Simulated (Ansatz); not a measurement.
Working through a test of the smearing width of TiN, space group Fm-3m

With Ansatz 0.2.0, Python API.

The cells in order, each with its output:

In [1]:
```python
import ansatz as az
import matplotlib.pyplot as plt
```

In [2]:
```python
MESH = (9, 9, 9)
TOLERANCE = 1e-09
```

In [3]:
```python
tin = (
    az.Lattice.fcc(4.238)
    .space_group(225)
    .atom("Ti", (0.0, 0.0, 0.0))
    .atom("N", (0.5, 0.0, 0.0))
    .primitive()
)
```

In [4]:
```python
base = (
    tin.calculation()
    .kpoints(mesh=MESH)
    .pseudopotentials("nc")
    .scf(tolerance=TOLERANCE)
    .functional(az.Functional.R2SCAN)
    .stress()
)

rows = []
for value in [0.3, 0.2, 0.1, 0.05]:
    summary = base.occupations("cold", width=value).run(threads=1, backend="cpu").report
    rows.append((value, summary["free_energy_ev"] / len(summary["lattice"]["sites"]), summary["n_iterations"], sum(summary["stress_gpa"][i][i] for i in range(3)) / 3, summary["n_kpoints"]))
```
```text
DeckWarning: basis.ecutwfc = 1252 eV, auto-derived from the records' recommended cutoffs: set by N (normal level)
DeckWarning: output.stress: scf.convergence.dr2_threshold = 1e-9 eV is looser than the 2e-10 eV advised for a printed stress (1e-10 eV for each atom of the cell: 2). What an SCF threshold leaves in a [...]
```

In [5]:
```python
print("  width (eV)   F/atom (eV)    iterations       P (GPa)      k-points")
for row in rows:
    print(f"{str(row[0]):>12s}  {row[1]:12.5f}  {row[2]:12d}  {row[3]:12.3f}  {row[4]:12d}")
```
```text
  width (eV)   F/atom (eV)    iterations       P (GPa)      k-points
         0.3   -1035.58653             8        -1.224            35
         0.2   -1035.58663             8        -1.256            35
         0.1   -1035.58729             8        -1.249            35
        0.05   -1035.58739             8        -1.252            35
```

In [6]:
```python
# differences from the last row
for row in rows[:-1]:
    shift = 1000 * (row[1] - rows[-1][1])
    print(f"{row[0]}: {shift:+.2f} meV/atom" + ("  (within 2 meV)" if abs(shift) < 2 else ""))
plt.figure(figsize=(4.5, 3))
plt.plot([str(row[0]) for row in rows], [1000 * (row[1] - rows[-1][1]) for row in rows], "o-")
plt.xlabel("width (eV)")
plt.ylabel("F - F(last) (meV/atom)")
plt.tight_layout()
plt.savefig("smear.png", dpi=100)
```
```text
0.3: +0.86 meV/atom  (within 2 meV)
0.2: +0.76 meV/atom  (within 2 meV)
0.1: +0.10 meV/atom  (within 2 meV)
```

Going from 0.05 to 0.3 eV changes F by +0.9 meV an atom. This scheme is built to cancel the term in the square of the width, so the shifts stay small and are partly the mesh's error. The pressure moves from -1.25 to -1.22 GPa.

No spin polarisation was allowed. Such functionals run on norm-conserving files made under PBE, which can move pressures by some GPa. The mesh is modest for a metal, so energies can be off by several to tens of meV an atom and pressures by half a GPa or more; differences at equal mesh fare better. The narrowest width needs the finest mesh, so the last row is no converged reference. Pressure is positive in compression. The structure is a deposited one; some such entries were measured under pressure or heat, so a shift against it needn't be the functional's error alone. Warnings are shown shortened and without file and line. It ran for 24 s on 1 thread of Arm Neoverse V1, on a shared host, peak memory 0.59 GiB.
